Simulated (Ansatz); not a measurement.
# CH3ClZn: one species, many methods

An exercise on one series of results from a longer session: the logs are not shown, and one member is left open.

The runs use Ansatz 0.2.0, Gaussian basis; functionals in def2-TZVPP, the program's frozen cores in correlated methods.

Levels to be run: LDA (SPW92), PBE-D4, revPBE-D4, BLYP-D4, r2SCAN-D4, B97M-V, PBE0-D4, B3LYP-D4, r2SCANh-D4, r2SCAN0-D4, HSE06-D4, BHLYP-D4, CAM-B3LYP-D4, LC-ωPBE, ωB97X-V, ωB97M-V, B2PLYP, PBE-QIDH; CCSD(T)/def2-SVP; CCSD(T)/def2-TZVPP; MP2/def2-QZVPP; extrapolation to the limit; RPA on PBE.

## Structure used throughout

The geometry comes from an earlier relaxation with PBE0-D4 in a triple-zeta def2 set; it is a stationary point.

SMILES `Cl[CH2][ZnH]`, 6 atoms, charge 0, spin multiplicity 1.

Atoms are counted from 1 here; the program's logs count them from 0.

Bond lengths: Cl1–C2 1.805 Å, C2–Zn3 1.955 Å, C2–H4 1.090 Å, C2–H5 1.090 Å, Zn3–H6 1.536 Å. Angles: Cl1–C2–Zn3 105.4°, Cl1–C2–H4 106.6°, Cl1–C2–H5 106.6°, Zn3–C2–H4 114.7°, Zn3–C2–H5 114.7°, H4–C2–H5 108.2°, C2–Zn3–H6 177.8°.

The first run:

in.yaml reads:

```yaml
crystal:
  periodic: [false, false, false]
  atoms:
    - {symbol: Cl, position_ang: [0.988098, -1.687288, -0.303552]}
    - {symbol: C, position_ang: [-0.199732, -0.355131, -0.572066]}
    - {symbol: Zn, position_ang: [0.083530, 0.897521, 0.902367]}
    - {symbol: H, position_ang: [0.007401, 0.052272, -1.561083]}
    - {symbol: H, position_ang: [-1.186274, -0.817003, -0.593272]}
    - {symbol: H, position_ang: [0.349178, 1.845629, 2.081506]}
basis:
  gaussian: {orbitals: def2-TZVPP}
hamiltonian: {xc: lda}
output: {orbitals: {seedname: orbitals}}
```

Run with:

```sh
$ ansatz run in.yaml --threads 2 --pin off --events-out ev --progress --plain --max-ram 4352MiB
```

Among the steps run: LDA; PBE-D4 (GGA); revPBE-D4 (GGA); BLYP-D4 (GGA); r2SCAN-D4 (meta-GGA); B97M-V (meta-GGA); B3LYP-D4 (hybrid); r2SCANh-D4 (hybrid); r2SCAN0-D4 (hybrid); HSE06-D4 (hybrid); BHLYP-D4 (hybrid); CAM-B3LYP-D4 (range-separated); LC-ωPBE (range-separated); ωB97X-V (range-separated); ωB97M-V (range-separated); B2PLYP (double hybrid); PBE-QIDH (double hybrid).

One table of the session follows, with a row left open; its other results are not shown here.

It belongs to the step «Orbital energies across the functionals». 

| functional | HOMO (eV) | gap (eV) |
| --- | --- | --- |
| LDA (SPW92) | -6.22 | 4.55 |
| PBE-D4 | -6.07 | 4.61 |
| revPBE-D4 | -6.02 | 4.64 |
| BLYP-D4 | -5.95 | 4.53 |
| r2SCAN-D4 | -6.32 | 5.18 |
| B97M-V | -6.38 | 5.01 |
| PBE0-D4 | -7.28 | 6.58 |
| B3LYP-D4 | -7.07 | 6.10 |
| r2SCANh-D4 | -6.76 | 5.90 |
| r2SCAN0-D4 | ? | ? |
| HSE06-D4 | -6.87 | 5.82 |
| BHLYP-D4 | -8.39 | 8.32 |
| CAM-B3LYP-D4 | -8.63 | 8.71 |
| LC-ωPBE | -10.01 | 11.19 |
| ωB97X-V | -9.62 | 10.67 |
| ωB97M-V | -9.47 | 10.19 |

Q: Estimate the row for r2SCAN0-D4 from the others.

Worked estimate for «HOMO (eV)». Against the share of exact exchange, r2SCAN-D4 (0, -6.32), r2SCANh-D4 (0.1, -6.76) give a slope of -4.40 per unit share; at 0.25 the line stands at -7.42.

**Answer.** HOMO (eV): -7.44; gap (eV): 6.96. In «HOMO (eV)» the line misses by +0.02.
